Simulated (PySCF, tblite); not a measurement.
# C₇H₉ radical: geometry, infrared bands and EPR parameters

Wanted: the infrared bands and EPR parameters of C₇H₉ radical (`[H]/[C]=C\CC(=C)C=C`), by calculation.

Programs: tblite 0.8.0 and PySCF 2.14.0, with density-fitted response routines of our own. Each step states its level of theory. These are calculated values for one molecule in the gas phase, unless marked as measured. Atoms count from 0, in the outputs and in this text.

**1. The starting structure**

16 atoms, charge 0, multiplicity 2; geometry from: force field or distance geometry start.

Bonds of the start (Å): C0–C1 1.36, C1–C2 1.49, C2–C3 1.47, C3–C4 1.35, C3–C5 1.45, C5–C6 1.33, C0–H7 1.10, C1–H8 1.07, C2–H9 1.13, C2–H10 1.12, C4–H11 1.08, C4–H12 1.08, C5–H13 1.09, C6–H14 1.07, C6–H15 1.10.

**2. Relaxing the molecule with GFN2-xTB**

Job settings and geometry (Å):

```
{"job": {"kind": "relax", "xc": "GFN2-xTB", "basis": "xTB"}, "charge": 0, "multiplicity": 2}
C      2.710500     1.193600    -0.162100
C      1.363300     1.002500    -0.143500
C      0.917100    -0.192700     0.634000
C     -0.407600    -0.688600     0.251500
C     -0.477400    -1.963500    -0.179500
C     -1.662200     0.025800     0.320500
C     -1.774200     1.283600     0.734500
H      3.244500     0.420200     0.413000
H      0.710500     1.679900    -0.647900
H      0.989200     0.008000     1.740400
H      1.665400    -0.997100     0.429500
H      0.465300    -2.486300    -0.224300
H     -1.426500    -2.398800    -0.468800
H     -2.575400    -0.482000     0.008000
H     -0.963300     1.891300     1.069300
H     -2.786800     1.713100     0.749100
```

Launch:

```console
OMP_NUM_THREADS=1 python probes_run.py task.json out
```

This one command runs all jobs of the session in turn.

**Question.** This job is followed by: GFN2-xTB harmonic vibrations, gas phase; PBE0-D3(BJ)/def2-SVP geometry optimisation, gas phase; UKS B3LYP, IGLO-III on C, pcH-1 on H, non-relativistic, mean-field spin-orbit, GIAO. What will the session give for the following? strongest single infrared mode (GFN2-xTB); zero-point energy (GFN2-xTB); point group; rotational constants (main isotopes); g(iso) (B3LYP); ⟨S²⟩; largest a(iso) (averaged by class); surface potential, 1st and 99th percentile.

**Answer**, as computed:

| quantity | value |
| --- | --- |
| strongest single infrared mode (GFN2-xTB) | 723 cm⁻¹, 93 km/mol |
| zero-point energy (GFN2-xTB) | 81.3 kcal/mol |
| point group | C1 |
| rotational constants (main isotopes) | 3.87, 1.96, 1.42 GHz |
| g(iso) (B3LYP) | 2.00221 |
| ⟨S²⟩ | 0.760 (exact 0.75) |
| largest a(iso) (averaged by class) | 13C on C0, 329.2 MHz |
| surface potential, 1st and 99th percentile | -0.75 V and 0.99 V |

**Reading.** The optimisation took 100 steps and gained 0.770 eV; among the close pairs (by a distance rule), C0–C1 changed most, from 1.361 to 1.286 Å (GFN2-xTB). No mode is imaginary among the 42: a minimum at this level. The strongest single mode, at 723 cm⁻¹, moves mainly H7. GFN2-xTB is a fitted tight-binding method: band positions and strengths are rough. Its intensities can rank the bands wrongly. Relaxing lowered the energy by 0.098 eV in 5 steps; the close pair that moved most is C0–C1, from 1.286 to 1.314 Å (PBE0/def2-SVP). No frequency check was run at this level, so the end point may be a saddle. C0 carries the largest spin population, 1.02 e. The isotropic g lies 0.1 ppt below the free-electron value.
